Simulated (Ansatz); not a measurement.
# C₃H₉AlClN: up Jacob's ladder to CCSD(T)

One table from this session's results is given with a row withheld; the runs are named, their logs left out.

The runs use Ansatz 0.2.0, Gaussian basis; functionals in def2-TZVPP, the program's frozen cores in correlated methods.

The runs, in order: PBE-D4, r2SCAN-D4, PBE0-D4, B3LYP-D4, ωB97X-V, ωB97M-V, B2PLYP; CCSD(T)/def2-TZVPP; MP2/def2-QZVPP; extrapolation to the limit.

## The geometry

An earlier PBE0-D4 in a triple-zeta def2 set relaxation fixed the geometry.

15 atoms, charge 0, spin multiplicity 1.

Atoms are counted from 1 here; the program's logs count them from 0.

Bond lengths: C1–C2 1.522 Å, C1–H7 1.095 Å, C1–H8 1.093 Å, C1–H9 1.092 Å, C2–C3 1.522 Å, C2–N4 1.454 Å, C2–H10 1.098 Å, C3–H11 1.092 Å, C3–H12 1.095 Å, C3–H13 1.093 Å, N4–Al5 1.757 Å, N4–H14 1.011 Å, Al5–Cl6 2.100 Å, Al5–H15 1.572 Å. Angles: C2–C1–H7 110.3°, C2–C1–H8 111.3°, C2–C1–H9 110.8°, H7–C1–H8 107.8°, H7–C1–H9 107.9°, H8–C1–H9 108.6°, C1–C2–C3 111.1°, C1–C2–N4 111.3°, C1–C2–H10 107.9°, C3–C2–N4 111.3°, C3–C2–H10 107.9°, N4–C2–H10 107.0°, C2–C3–H11 110.8°, C2–C3–H12 110.3°, C2–C3–H13 111.3°, H11–C3–H12 107.9°, H11–C3–H13 108.6°, H12–C3–H13 107.8° and more.

As a file:

```xyz
15
charge 0, multiplicity 1
C     0.1688    1.3845   -1.0017
C    -0.1748    0.4071    0.1136
C    -1.6813    0.2364    0.2491
N     0.4875   -0.8726   -0.0819
Al    1.6686   -1.6417    0.9674
Cl    2.4273   -3.5080    0.3743
H    -0.1834    1.0013   -1.9650
H    -0.3025    2.3567   -0.8366
H     1.2485    1.5291   -1.0719
H     0.2043    0.8231    1.0560
H    -1.9227   -0.4387    1.0724
H    -2.1001   -0.1882   -0.6690
H    -2.1748    1.1949    0.4291
H     0.1908   -1.3222   -0.9379
H     2.1437   -0.9616    2.3022
```

Set-up of the first run:

The input, in.yaml:

```yaml
crystal:
  periodic: [false, false, false]
  atoms:
    - {symbol: C, position_ang: [0.168791, 1.384474, -1.001726]}
    - {symbol: C, position_ang: [-0.174769, 0.407105, 0.113559]}
    - {symbol: C, position_ang: [-1.681313, 0.236408, 0.249146]}
    - {symbol: N, position_ang: [0.487484, -0.872596, -0.081942]}
    - {symbol: Al, position_ang: [1.668635, -1.641741, 0.967389]}
    - {symbol: Cl, position_ang: [2.427307, -3.508048, 0.374285]}
    - {symbol: H, position_ang: [-0.183415, 1.001323, -1.964954]}
    - {symbol: H, position_ang: [-0.302505, 2.356726, -0.836630]}
    - {symbol: H, position_ang: [1.248521, 1.529121, -1.071873]}
    - {symbol: H, position_ang: [0.204318, 0.823072, 1.056026]}
    - {symbol: H, position_ang: [-1.922700, -0.438662, 1.072361]}
    - {symbol: H, position_ang: [-2.100057, -0.188217, -0.668994]}
    - {symbol: H, position_ang: [-2.174806, 1.194919, 0.429121]}
    - {symbol: H, position_ang: [0.190832, -1.322232, -0.937930]}
    - {symbol: H, position_ang: [2.143677, -0.961643, 2.302162]}
basis:
  gaussian: {orbitals: def2-TZVPP}
hamiltonian: {xc: pbe, dispersion: d4}
output: {forces: true, orbitals: {seedname: orbitals}}
```

Started as:

```bash
ansatz run in.yaml --threads 2 --pin off --events-out ev --progress --plain --max-ram 32768MiB --backend cuda --devices 0, --max-vram 18GiB
```

Steps of the session up to this table: PBE-D4 (GGA); r2SCAN-D4 (meta-GGA); PBE0-D4 (hybrid); B3LYP-D4 (hybrid); ωB97X-V (range-separated); ωB97M-V (range-separated); B2PLYP (double hybrid); CCSD(T) in def2-TZVPP; MP2 in def2-QZVPP.

One of the session's tables, all rows but one given; the rest of the session is left out.

```
            method  atomisation energy (kJ/mol)
            PBE-D4                       5658.4
         r2SCAN-D4                       5587.7
           PBE0-D4                       5592.1
          B3LYP-D4                       5577.3
           ωB97X-V                       5596.8
           ωB97M-V                       5599.7
            B2PLYP                       5519.7
     HF/def2-TZVPP                       4153.8
    MP2/def2-TZVPP                       5513.1
   CCSD/def2-TZVPP                       5374.3
CCSD(T)/def2-TZVPP                       5445.7
           MP2/CBS                            ?
       CCSD(T)/CBS                       5583.4
```

**Question.** Estimate the row for MP2/CBS.

**Answer.** atomisation energy (kJ/mol): 5650.9. In the column «atomisation energy (kJ/mol)» it lies between ωB97M-V (5599.7) and PBE-D4 (5658.4).
